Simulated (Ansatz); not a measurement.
**Ga (diamond type): a single-point run**

The task is a single-point run on Ga (diamond type). The structure is shown as the input types it.

Program: Ansatz 0.2.0. Level of theory: Kohn-Sham DFT, with the functional, basis and potentials that each input names. These are calculated values, not measurements.

1 further run of the same task is left out (it didn't finish). Runs told in other sessions of the task aren't counted.

## 1. The starting structure

It takes space group Fd-3m (No. 227, cubic). Conventional cell: a = 5.761 Å, b = 5.761 Å, c = 5.761 Å, α = 90.00°, β = 90.00°, γ = 90.00°. Ga (site symmetry -43m) has 4 Ga at 2.49 Å in its first shell of neighbours.

Coordinates:

```
CELL_PARAMETERS angstrom
0.00000 2.88030 2.88030
2.88030 0.00000 2.88030
2.88030 2.88030 0.00000
ATOMIC_POSITIONS crystal
Ga 0.87500 0.87500 0.87500
Ga 0.12500 0.12500 0.12500
```

## 2. Running it

Contents of input.yaml:

```yaml
crystal:
  lattice:
    - [0.0, 2.8802959968, 2.8802959968]
    - [2.8802959968, 0.0, 2.8802959968]
    - [2.8802959968, 2.8802959968, 0.0]
  atoms:
    - { symbol: Ga, position: [-0.125, -0.125, -0.125] }
    - { symbol: Ga, position: [0.125, 0.125, 0.125] }
kpoints:
  mp_grid: { grid: [13, 13, 13] }
scf:
  occupations: { method: fermi_dirac, width: 0.08 }
  max_iter: 75
hamiltonian:
  xc: pbesol
  pseudopotentials: { kind: nc }
output:
  forces: true
  stress: true
  eigenvalues: true
magnetization:
  spin_polarized: true
  spin_orbit: true
```

Command:

```console
ansatz run input.yaml --threads 1 --pin off --max-ram 2048MiB --backend cpu --events-out ev --progress --plain --runs-dir out
```

**Question.** How will this run end, and is anything wrong with its input?

The program refused the input before any cycle. It says: «2 input errors — fix all and re-run 1. inconsistent input (magnetization.spin_orbit, magnetization.noncollinear): true requires noncollinear: true — spin–orbit coupling acts on 2-spinor wavefunctions; set both flags»

Look at the input: magnetization.spin_orbit is true. The potentials chosen hold no spin-orbit term, or the run isn't non-collinear.

What to do: delete magnetization.spin_orbit (the default then holds).
